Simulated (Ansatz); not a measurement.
# Li27H26: the cost of one run

Program: Ansatz 0.2.0. Level of theory: DFT, PBE, plane-wave PAW, default files, scalar-relativistic, as far as a step names no other. These are calculated values, not measurements.

1 further run of the same task is left out (it didn't finish).

## 1. The system as given

The structure is cubic, space group Fm-3m (No. 225). Conventional cell: a = 12.052 Å, b = 12.052 Å, c = 12.052 Å, α = 90.00°, β = 90.00°, γ = 90.00°. Li (site symmetry 3m) is surrounded by 6 H at 2.01 Å. Li (site symmetry 4mm) has 5 H at 2.01 Å as nearest neighbours. Li (site symmetry mm2) has 6 H at 2.01 Å as nearest neighbours. Li (site symmetry m-3m) has 6 H at 2.01 Å as nearest neighbours. H (site symmetry mm2) is surrounded by 6 Li at 2.01 Å. Around H (site symmetry 3m) lie 6 Li at 2.01 Å. H (site symmetry 4mm) is surrounded by 6 Li at 2.01 Å.

Coordinates:

```cif
data_structure
_symmetry_space_group_name_H-M 'Fm-3m'
_symmetry_Int_Tables_number 225
_cell_length_a 12.0517
_cell_length_b 12.0517
_cell_length_c 12.0517
_cell_angle_alpha 90.000
_cell_angle_beta 90.000
_cell_angle_gamma 90.000
_cell_volume 1750.44
loop_
_atom_site_label
_atom_site_type_symbol
_atom_site_symmetry_multiplicity
_atom_site_Wyckoff_symbol
_atom_site_fract_x
_atom_site_fract_y
_atom_site_fract_z
_atom_site_occupancy
Li1 Li 32 f 0.33333 0.83333 0.83333 1
Li2 Li 24 e 0.50000 0.00000 0.83333 1
Li3 Li 48 h 0.33333 0.16667 0.50000 1
Li4 Li 4 a 0.50000 0.00000 0.50000 1
H1 H 48 i 0.66667 0.66667 0.50000 1
H2 H 32 f 0.83333 0.66667 0.66667 1
H3 H 24 e 0.00000 0.00000 0.83333 1
```

The vacant site is at (0.167, 0.167, 0.167) in fractional coordinates of the input's cell.

## 2. Gradients at the starting positions

input.yaml

```yaml
crystal:
  lattice:
    - [0.0, 6.0258581757, 6.0258581757]
    - [6.0258581757, 0.0, 6.0258581757]
    - [6.0258581757, 6.0258581757, 0.0]
  atoms:
    - { symbol: Li, position: [0.0, 0.0, 0.0] }
    - { symbol: Li, position: [0.0, 0.0, 0.3333333333], spin: 0.5 }
    - { symbol: Li, position: [0.0, 0.0, 0.6666666667] }
    - { symbol: Li, position: [0.0, 0.3333333333, 0.0], spin: 0.5 }
    - { symbol: Li, position: [0.0, 0.3333333333, 0.3333333333], spin: 0.5 }
    - { symbol: Li, position: [0.0, 0.3333333333, 0.6666666667] }
    - { symbol: Li, position: [0.0, 0.6666666667, 0.0] }
    - { symbol: Li, position: [0.0, 0.6666666667, 0.3333333333] }
    - { symbol: Li, position: [0.0, 0.6666666667, 0.6666666667] }
    - { symbol: Li, position: [0.3333333333, 0.0, 0.0], spin: 0.5 }
    - { symbol: Li, position: [0.3333333333, 0.0, 0.3333333333], spin: 0.5 }
    - { symbol: Li, position: [0.3333333333, 0.0, 0.6666666667] }
    - { symbol: Li, position: [0.3333333333, 0.3333333333, 0.0], spin: 0.5 }
    - { symbol: Li, position: [0.3333333333, 0.3333333333, 0.3333333333] }
    - { symbol: Li, position: [0.3333333333, 0.3333333333, 0.6666666667] }
    - { symbol: Li, position: [0.3333333333, 0.6666666667, 0.0] }
    - { symbol: Li, position: [0.3333333333, 0.6666666667, 0.3333333333] }
    - { symbol: Li, position: [0.3333333333, 0.6666666667, 0.6666666667] }
    - { symbol: Li, position: [0.6666666667, 0.0, 0.0] }
    - { symbol: Li, position: [0.6666666667, 0.0, 0.3333333333] }
    - { symbol: Li, position: [0.6666666667, 0.0, 0.6666666667] }
    - { symbol: Li, position: [0.6666666667, 0.3333333333, 0.0] }
    - { symbol: Li, position: [0.6666666667, 0.3333333333, 0.3333333333] }
    - { symbol: Li, position: [0.6666666667, 0.3333333333, 0.6666666667] }
    - { symbol: Li, position: [0.6666666667, 0.6666666667, 0.0] }
    - { symbol: Li, position: [0.6666666667, 0.6666666667, 0.3333333333] }
    - { symbol: Li, position: [0.6666666667, 0.6666666667, 0.6666666667] }
    - { symbol: H, position: [0.1666666667, 0.1666666667, 0.5] }
    - { symbol: H, position: [0.1666666667, 0.1666666667, 0.8333333333] }
    - { symbol: H, position: [0.1666666667, 0.5, 0.1666666667] }
    - { symbol: H, position: [0.1666666667, 0.5, 0.5] }
    - { symbol: H, position: [0.1666666667, 0.5, 0.8333333333] }
    - { symbol: H, position: [0.1666666667, 0.8333333333, 0.1666666667] }
    - { symbol: H, position: [0.1666666667, 0.8333333333, 0.5] }
    - { symbol: H, position: [0.1666666667, 0.8333333333, 0.8333333333] }
    - { symbol: H, position: [0.5, 0.1666666667, 0.1666666667] }
    - { symbol: H, position: [0.5, 0.1666666667, 0.5] }
    - { symbol: H, position: [0.5, 0.1666666667, 0.8333333333] }
    - { symbol: H, position: [0.5, 0.5, 0.1666666667] }
    - { symbol: H, position: [0.5, 0.5, 0.5] }
    - { symbol: H, position: [0.5, 0.5, 0.8333333333] }
    - { symbol: H, position: [0.5, 0.8333333333, 0.1666666667] }
    - { symbol: H, position: [0.5, 0.8333333333, 0.5] }
    - { symbol: H, position: [0.5, 0.8333333333, 0.8333333333] }
    - { symbol: H, position: [0.8333333333, 0.1666666667, 0.1666666667] }
    - { symbol: H, position: [0.8333333333, 0.1666666667, 0.5] }
    - { symbol: H, position: [0.8333333333, 0.1666666667, 0.8333333333] }
    - { symbol: H, position: [0.8333333333, 0.5, 0.1666666667] }
    - { symbol: H, position: [0.8333333333, 0.5, 0.5] }
    - { symbol: H, position: [0.8333333333, 0.5, 0.8333333333] }
    - { symbol: H, position: [0.8333333333, 0.8333333333, 0.1666666667] }
    - { symbol: H, position: [0.8333333333, 0.8333333333, 0.5] }
    - { symbol: H, position: [0.8333333333, 0.8333333333, 0.8333333333] }
magnetization:
  spin_polarized: true
kpoints:
  mp_grid: { grid: [3, 3, 3] }
scf:
  occupations: { method: fermi_dirac, width: 0.01 }
hamiltonian:
  xc: pbe
  pseudopotentials: { kind: paw }
output:
  forces: true
  stress: true
  populations: true
  efg:
    quadrupole_moments_barn: { Li: -0.0401, H: 0.00285783 }
    contact_densities: true
```

Started as:

```
> ansatz run input.yaml --threads 1 --pin off --max-ram 3072MiB --backend cpu --events-out ev --progress --plain --runs-dir out
```

What time and memory should one allow on 1 thread of Arm Neoverse V1, shared host?

About 76 s, with a peak of 0.96 GiB.
